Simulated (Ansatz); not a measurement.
# CuSi16: the cost of one run

Program: Ansatz 0.2.0. Level of theory: DFT LDA, plane waves, PAW, scalar-relativistic, collinear spin. These are calculated values, not measurements.

### 1 The starting structure

The cell holds 17 atoms (CuSi16): a = 7.679 Å, b = 7.679 Å, c = 7.679 Å, α = 60.00°, β = 60.00°, γ = 60.00°.

Structure file:

```cif
data_structure
_symmetry_space_group_name_H-M 'P 1'
_symmetry_Int_Tables_number 1
_cell_length_a 7.6792
_cell_length_b 7.6792
_cell_length_c 7.6792
_cell_angle_alpha 60.000
_cell_angle_beta 60.000
_cell_angle_gamma 60.000
_cell_volume 320.21
loop_
_atom_site_label
_atom_site_type_symbol
_atom_site_fract_x
_atom_site_fract_y
_atom_site_fract_z
_atom_site_occupancy
Si1 Si 0.00000 0.00000 0.00000 1
Si2 Si 0.12500 0.12500 0.12500 1
Si3 Si 0.00000 0.00000 0.50000 1
Si4 Si 0.12500 0.12500 0.62500 1
Si5 Si 0.00000 0.50000 0.00000 1
Si6 Si 0.12500 0.62500 0.12500 1
Si7 Si 0.00000 0.50000 0.50000 1
Si8 Si 0.12500 0.62500 0.62500 1
Si9 Si 0.50000 0.00000 0.00000 1
Si10 Si 0.62500 0.12500 0.12500 1
Si11 Si 0.50000 0.00000 0.50000 1
Si12 Si 0.62500 0.12500 0.62500 1
Si13 Si 0.50000 0.50000 0.00000 1
Si14 Si 0.62500 0.62500 0.12500 1
Si15 Si 0.50000 0.50000 0.50000 1
Si16 Si 0.62500 0.62500 0.62500 1
Cu1 Cu 0.38259 0.37458 0.36404 1
```

### 2 Relaxing the start

The input, input.yaml:

```yaml
accuracy: low
crystal:
  lattice:
    - [0.0, 5.43, 5.43]
    - [5.43, 0.0, 5.43]
    - [5.43, 5.43, 0.0]
  atoms:
    - { symbol: Si, position: [0.0, 0.0, 0.0] }
    - { symbol: Si, position: [0.125, 0.125, 0.125] }
    - { symbol: Si, position: [0.0, 0.0, 0.5] }
    - { symbol: Si, position: [0.125, 0.125, 0.625] }
    - { symbol: Si, position: [0.0, 0.5, 0.0] }
    - { symbol: Si, position: [0.125, 0.625, 0.125] }
    - { symbol: Si, position: [0.0, 0.5, 0.5] }
    - { symbol: Si, position: [0.125, 0.625, 0.625] }
    - { symbol: Si, position: [0.5, 0.0, 0.0] }
    - { symbol: Si, position: [0.625, 0.125, 0.125] }
    - { symbol: Si, position: [0.5, 0.0, 0.5] }
    - { symbol: Si, position: [0.625, 0.125, 0.625] }
    - { symbol: Si, position: [0.5, 0.5, 0.0] }
    - { symbol: Si, position: [0.625, 0.625, 0.125] }
    - { symbol: Si, position: [0.5, 0.5, 0.5] }
    - { symbol: Si, position: [0.625, 0.625, 0.625] }
    - { symbol: Cu, position: [0.3825892, 0.3745819, 0.3640404], spin: 1.0 }
magnetization:
  spin_polarized: true
basis:
  ecutwfc: 420.0
kpoints:
  mp_grid: { grid: [2, 2, 2] }
hamiltonian:
  xc: lda
  pseudopotentials: { kind: paw, azcp: { folder: soft_1 } }
scf:
  occupations: { method: fermi_dirac, width: 0.02 }
  lower_state_search: "off"
relax:
  f_tol: 0.08
  max_steps: 25
  adjacent_minimum: "off"
```

On the command line:

```bash
$ ansatz run input.yaml --threads 2 --pin off --max-ram 5120MiB --backend cpu --events-out ev --progress --plain --runs-dir out
```

What time and memory should one allow on 2 threads of Arm Neoverse V2, shared host?

About 26 s, with a peak of 0.68 GiB.
